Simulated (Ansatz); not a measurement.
A first try at a check of PAW against all-electron LAPW of CdPbS2, space group P4/mmm, using Ansatz's Python interface.

`run_paw_lapw.py`
```python
import ansatz as az
import numpy as np
import pandas as pd


def count_gap(report):
    # lowest empty less highest filled band, counting bands; zero where they overlap
    return max(report.get("gap_by_band_count_ev") or 0.0, 0.0)


def main() -> None:
    vectors = np.array([
        [4.091581, 0.0, 0.0],
        [0.0, 4.091581, 0.0],
        [0.0, 0.0, 5.794427],
    ])
    xtal = (
        az.Lattice.of(vectors)
        .atom("Cd", [0.0, 0.0, 0.0])
        .atom("Pb", [0.5, 0.5, 0.5])
        .atom("S", [0.0, 0.0, 0.5])
        .atom("S", [0.5, 0.5, 0.0])
    )

    calculation = (
        xtal.calculation()
        .occupations("Fixed")
        .functional(az.Functional.PBESOL)
        .kpoints(6, 6, 4)
        .stress()
        .forces()
        .band_table()
    )
    variants = {
        "PAW": calculation.pseudopotentials("paw"),
        "LAPW": calculation.pseudopotentials("all_electron", lapw=True),
    }
    rows = []
    for label, variant in variants.items():
        report = variant.run(threads=1, pin="off").report
        levels = np.array(report["eigenvalues_ev"][0]) - report["fermi_energy_ev"]
        print(label, "levels at the first k-point near E_F:", np.round(levels[np.abs(levels) < 5], 3))
        rows.append((label, report["n_electrons"], np.trace(report["stress_gpa"]) / 3, float(np.abs(report["forces_ev_ang"]).max()), count_gap(report)))
    print(pd.DataFrame(rows, columns=["treatment", "electrons in bands", "P GPa", "max force component eV/A", "gap by band count eV"]).round(4).to_string(index=False))


if __name__ == "__main__":
    main()
```

Output of `python run_paw_lapw.py`:
```text
DeckWarning: basis.ecutwfc = 420 eV, auto-derived from the records' recommended cutoffs: set by Cd (normal level)
RunWarning: iter 1: σ=0 fill of 23 bands saw a band overlap (occupied 9.2681 eV > unoccupied 7.6465 eV) — on an unconverged iterate often a transient of an unconverged empty band; one that stands at the close is told there (band_overlap_at_count); if the run fails to converge, the spectrum is likely genuinely metallic at σ=0 — use a smearing of finite width or the tetrahedron method (which not every kind of run takes: see the entry of scf.occupations.method in the input reference), with at [...]
RunWarning: the bands overlap at the fill by count (23 filled at each k-point of a channel): the highest filled level, 9.270933 eV at k-index 11, stands 1.7577 eV over the lowest empty one, 7.513196 eV at k-index 27, so that a fill of the lowest levels lies lower and no gap is reported. A metal, or a carrier in a host's bands, wants a smearing of finite width or the tetrahedron method (`scf.occupations.method`). A defect's level that its images broaden is meant whole, and this fill is then the [...]
PAW levels at the first k-point near E_F: [-3.822 -3.822 -2.465 -2.445 -2.445 -1.74   3.672]
LAPW levels at the first k-point near E_F: [-3.824 -3.824 -2.467 -2.448 -2.448 -1.741  3.67 ]
treatment  electrons in bands   P GPa  max force component eV/A  gap by band count eV
      PAW                46.0 -3.2969                       0.0                   0.0
     LAPW                84.0 -3.2889                       0.0                   0.0
```
(Warnings from the package without file and line, shortened, repeats left out.)

The script ran to its end, but the result can't be trusted. Why?

The fault: fixed occupations, though the bands overlap at this level of theory. The correction:

```diff
--- before
+++ after
@@ -26,3 +26,3 @@
         xtal.calculation()
-        .occupations("Fixed")
+        .occupations("fermi_dirac", width=0.1)
         .functional(az.Functional.PBESOL)
```

With that change:

Output of `python run_paw_lapw.py`:
```text
DeckWarning: basis.ecutwfc = 420 eV, auto-derived from the records' recommended cutoffs: set by Cd (normal level)
PAW levels at the first k-point near E_F: [-4.974 -3.197 -3.197 -1.817 -1.766 -1.766 -0.996  4.319]
LAPW levels at the first k-point near E_F: [-4.975 -3.198 -3.198 -1.818 -1.767 -1.767 -0.996  4.318]
treatment  electrons in bands   P GPa  max force component eV/A  gap by band count eV
      PAW                46.0 -3.6172                       0.0                   0.0
     LAPW                84.0 -3.6094                       0.0                   0.0
```
(Warnings from the package without file and line.)

What to keep in mind:
- The computed bands are complete only to about 4.0 eV above the Fermi level.
- The mesh is modest for a metal, so energies can be off by several to tens of meV an atom and pressures by half a GPa or more; differences at equal mesh fare better.
- A gap by band count of zero or less means overlapping bands, a metal.
- This cell is a computed structure, which may not be the phase found in nature.
- Levels are Kohn-Sham eigenvalues on this mesh, without spin-orbit coupling.
- Pressure is positive in compression; the treatments may keep other shells as core, so totals and counts of electrons can differ.
- Wall time of the script: 37 s on 1 thread of Arm Neoverse V2 (shared host), peak memory 0.72 GiB.
